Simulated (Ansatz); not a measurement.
# C2H5AlO: the cost of one run

All numbers are computed with the Python package of Ansatz 0.2.0. Level of theory: CAM-B3LYP/cc-pVDZ.

## Step 1: The structure

Bond lengths: C1–C2 1.266 Å, C2–O3 1.372 Å, C2–Al4 1.940 Å, C1–H5 1.109 Å, C1–H6 1.137 Å, O3–H7 1.046 Å, Al4–H8 1.575 Å, Al4–H9 1.679 Å. Angles: C1–C2–O3 118.2°, C1–C2–Al4 122.8°, O3–C2–Al4 119.0°, C2–C1–H5 124.1°, C2–C1–H6 123.0°, H5–C1–H6 112.8°, C2–O3–H7 122.2°, C2–Al4–H8 122.2°, C2–Al4–H9 119.0°, H8–Al4–H9 118.7°.

The script holds or builds the structure itself.

## Step 2: The code

Contents of bend_c2h5alo.py:

```python
"""Bending curve of C2H5AlO."""

import ansatz
from ase import Atoms

atoms = Atoms(["C", "C", "O", "Al", "H", "H", "H", "H", "H"], positions=[
    [-0.2884, 1.2696, -0.6676],
    [0.2575, 0.1761, -0.3365],
    [1.4119, -0.1923, -0.9801],
    [-0.4469, -0.9699, 1.0614],
    [0.0949, 1.9398, -1.4633],
    [-1.2583, 1.6431, -0.2055],
    [1.9466, -1.0522, -0.7182],
    [0.246, -2.3257, 1.4627],
    [-1.8748, -0.5348, 1.83],
])

# relax first, so that the scan starts from a minimum
first = (
    ansatz.Crystal.molecule_from_ase(atoms).calculation()
    .basis(gaussian="cc-pVDZ")  # the orbital basis, by name
    .functional("CAM-B3LYP")
    .relax(force_tolerance=0.02, max_steps=80)
)
atoms.positions = first.run(threads=1).report["positions_ang"]

rows = []
for angle in [85, 95, 105, 115, 125, 140, 160]:
    bent = atoms.copy()
    bent.set_angle(1, 2, 6, angle, indices=[6])
    calc = (
        ansatz.Crystal.molecule_from_ase(bent).calculation()
        .basis(gaussian="cc-pVDZ")  # the orbital basis, by name
        .functional("CAM-B3LYP")
    )
    rows.append((angle, calc.run(threads=1).report["free_energy_ev"]))
floor = min(e for _, e in rows)
for angle, e in rows:
    print(f"angle C1-O2-H6 = {angle:3d} deg   {1000 * (e - floor):9.1f} meV")
```

## Step 3: The calls as engine input

The engine receives this input (first run):

```yaml
crystal:
  periodic: [false, false, false]
  atoms:
    - { symbol: C, position_ang: [-0.2884, 1.2696, -0.6676] }
    - { symbol: C, position_ang: [0.2575, 0.1761, -0.3365] }
    - { symbol: O, position_ang: [1.4119, -0.1923, -0.9801] }
    - { symbol: Al, position_ang: [-0.4469, -0.9699, 1.0614] }
    - { symbol: H, position_ang: [0.0949, 1.9398, -1.4633] }
    - { symbol: H, position_ang: [-1.2583, 1.6431, -0.2055] }
    - { symbol: H, position_ang: [1.9466, -1.0522, -0.7182] }
    - { symbol: H, position_ang: [0.246, -2.3257, 1.4627] }
    - { symbol: H, position_ang: [-1.8748, -0.5348, 1.83] }
basis:
  gaussian:
    orbitals: cc-pVDZ
hamiltonian:
  xc: cam_b3lyp
relax:
  f_tol: 0.02
  max_steps: 80
```

## Step 4: Launch

Command:

```
$ python bend_c2h5alo.py
```

Q: Estimate wall time and peak memory on 1 thread of Arm Neoverse V1, shared host.

About 47 s, with a peak of 0.26 GiB.
